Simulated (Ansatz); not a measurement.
Write a Python script for Ansatz 0.2.0, Python API that makes a single point from a YAML input of ScBPd3, space group Pm-3m. Level of theory: PBE, PAW, cutoff 422 eV, 5×5×5 k-points, Fermi-Dirac smearing of 0.05 eV.

The script reads `input.yaml`:
```yaml
crystal:
  lattice:
    - [4.234957, 0.0, 0.0]
    - [0.0, 4.234957, 0.0]
    - [0.0, 0.0, 4.234957]
  atoms:
    - { symbol: Sc, position: [0.0, 0.0, 0.0] }
    - { symbol: B, position: [0.5, 0.5, 0.5] }
    - { symbol: Pd, position: [0.0, 0.5, 0.5] }
    - { symbol: Pd, position: [0.5, 0.5, 0.0] }
    - { symbol: Pd, position: [0.5, 0.0, 0.5] }
kpoints:
  mp_grid: { kspacing: 0.3 }
hamiltonian:
  xc: pbe
scf:
  occupations: { method: fermi_dirac, width: 0.05 }
basis:
  ecutwfc: "31 Ry"
output:
  forces: true
  stress: true
  eigenvalues: true
```

Script `scbpd3.py`:
```python
import json

import ansatz as az
import yaml


def main() -> None:
    with open("input.yaml") as handle:
        tree = yaml.safe_load(handle)
    print("sections:", list(tree))
    planned = az.Session.from_dict(tree).plan(threads=1, pin="off")
    outcome = planned.execute()
    report = outcome.report

    for key in ("converged", "n_iterations", "n_electrons", "n_kpoints", "n_pw", "n_symmetry_ops", "free_energy_ev", "fermi_energy_ev"):
        print(f"{key:18s} {report[key]}")

    edges = report.get("band_edges_ev")
    if edges:
        print(f"band edges on the mesh: {edges[0]:.3f} and {edges[1]:.3f} eV, gap {edges[1] - edges[0]:.3f} eV")
    else:
        print("no band edges reported (a metal, or a gap too narrow for this smearing); Fermi level", round(report["fermi_energy_ev"], 3), "eV")

    keep = ["free_energy_ev", "energy_sigma0_ev", "fermi_energy_ev", "n_iterations", "converged", "magnetization_mub", "n_kpoints"]
    with open("scbpd3.json", "w") as handle:
        json.dump({key: report[key] for key in keep}, handle, indent=1)


if __name__ == "__main__":
    main()
```

```console
$ python scbpd3.py
sections: ['crystal', 'kpoints', 'hamiltonian', 'scf', 'basis', 'output']
converged          True
n_iterations       6
n_electrons        68.0
n_kpoints          10
n_pw               1503
n_symmetry_ops     48
free_energy_ev     -23212.991661767195
fermi_energy_ev    16.147305616270152
no band edges reported (a metal, or a gap too narrow for this smearing); Fermi level 16.147 eV
```

`scbpd3.json`, as written:
```json
{
 "free_energy_ev": -23212.991661767195,
 "energy_sigma0_ev": -23212.97618810119,
 "fermi_energy_ev": 16.147305616270152,
 "n_iterations": 6,
 "converged": true,
 "magnetization_mub": 0.0,
 "n_kpoints": 10
}
```

What to keep in mind:
- Absolute energies stand on the zero of these potentials, so only differences at equal settings mean something. A total without «per atom» is that of the cell as typed.
- The run is spin-unpolarised.
- The mesh is modest for a metal, so energies can be off by several to tens of meV an atom and pressures by half a GPa or more; differences at equal mesh fare better.
- An absolute Fermi energy rests on an arbitrary zero of the periodic potential and has no direct meaning.
- This cell is a computed structure, which may not be the phase found in nature.
- Gaps and levels are Kohn-Sham values on a finite set of k-points, without spin-orbit coupling.
- Finished in 1.9 s on 1 thread of Arm Neoverse V2, with other jobs on the host, peak memory 0.37 GiB.
